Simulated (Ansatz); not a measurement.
# C₂H₇BO₂Si: one species, many methods

An exercise on one series of results from a longer session: the logs are not shown, and one member is left open.

The runs use Ansatz 0.2.0, Gaussian basis; functionals in def2-TZVPP, the program's frozen cores in correlated methods.

Plan: PBE-D4, r2SCAN-D4, PBE0-D4, B3LYP-D4, ωB97X-V, ωB97M-V, B2PLYP; CCSD(T)/def2-TZVPP; MP2/def2-QZVPP; extrapolation to the limit.

**The geometry**

An earlier PBE0-D4 in a triple-zeta def2 set relaxation fixed the geometry.

SMILES `B/C(O)=C(/O)[SiH3]`, 13 atoms, charge 0, spin multiplicity 1.

Atoms are counted from 1 here; the program's logs count them from 0.

Bond lengths: B1–C2 1.514 Å, B1–H7 1.193 Å, B1–H8 1.200 Å, C2–O3 1.360 Å, C2–C4 1.361 Å, O3–H9 0.965 Å, C4–O5 1.363 Å, C4–Si6 1.879 Å, O5–H10 0.962 Å, Si6–H11 1.497 Å, Si6–H12 1.481 Å, Si6–H13 1.481 Å. Angles: C2–B1–H7 122.5°, C2–B1–H8 117.8°, H7–B1–H8 119.7°, B1–C2–O3 120.8°, B1–C2–C4 118.8°, O3–C2–C4 120.4°, C2–O3–H9 108.6°, C2–C4–O5 116.3°, C2–C4–Si6 125.2°, O5–C4–Si6 118.5°, C4–O5–H10 110.4°, C4–Si6–H11 102.1°, C4–Si6–H12 113.7°, C4–Si6–H13 113.7°, H11–Si6–H12 108.0°, H11–Si6–H13 108.0°, H12–Si6–H13 110.7°.

The first run:

File in.yaml:

```yaml
crystal:
  periodic: [false, false, false]
  atoms:
    - {symbol: B, position_ang: [-1.700024, 0.938248, -0.149905]}
    - {symbol: C, position_ang: [-0.428925, 0.611043, -0.903822]}
    - {symbol: O, position_ang: [-0.236570, 1.061851, -2.172228]}
    - {symbol: C, position_ang: [0.521513, -0.144487, -0.289201]}
    - {symbol: O, position_ang: [1.645031, -0.408681, -1.013577]}
    - {symbol: Si, position_ang: [0.396487, -0.835530, 1.454113]}
    - {symbol: H, position_ang: [-2.575306, 1.594742, -0.625323]}
    - {symbol: H, position_ang: [-1.814265, 0.513182, 0.966206]}
    - {symbol: H, position_ang: [0.623790, 0.753362, -2.481882]}
    - {symbol: H, position_ang: [2.255954, -0.945530, -0.499838]}
    - {symbol: H, position_ang: [1.695676, -1.565939, 1.597474]}
    - {symbol: H, position_ang: [-0.701350, -1.814300, 1.628564]}
    - {symbol: H, position_ang: [0.338489, 0.207236, 2.504320]}
basis:
  gaussian: {orbitals: def2-TZVPP}
hamiltonian: {xc: pbe, dispersion: d4}
output: {forces: true, orbitals: {seedname: orbitals}}
```

The run is started by

```console
> ansatz run in.yaml --threads 4 --pin off --events-out ev --progress --plain --max-ram 10444MiB
```

Among the steps run: PBE-D4 (GGA); r2SCAN-D4 (meta-GGA); PBE0-D4 (hybrid); B3LYP-D4 (hybrid); ωB97X-V (range-separated); ωB97M-V (range-separated); B2PLYP (double hybrid); CCSD(T) in def2-TZVPP; MP2 in def2-QZVPP.

One table of the session follows, with a row left open; its other results are not shown here.

```
            method  atomisation energy (kcal/mol)
            PBE-D4                         1189.2
         r2SCAN-D4                         1167.5
           PBE0-D4                         1162.5
          B3LYP-D4                         1161.3
           ωB97X-V                         1162.2
           ωB97M-V                         1163.9
            B2PLYP                         1147.6
     HF/def2-TZVPP                          830.9
    MP2/def2-TZVPP                              ?
   CCSD/def2-TZVPP                         1106.8
CCSD(T)/def2-TZVPP                         1126.8
           MP2/CBS                         1181.7
       CCSD(T)/CBS                         1158.2
```

Q: Estimate the row for MP2/def2-TZVPP from the others.

The run gave: atomisation energy (kcal/mol): 1150.4. In the column «atomisation energy (kcal/mol)» it lies between B2PLYP (1147.6) and CCSD(T)/CBS (1158.2).
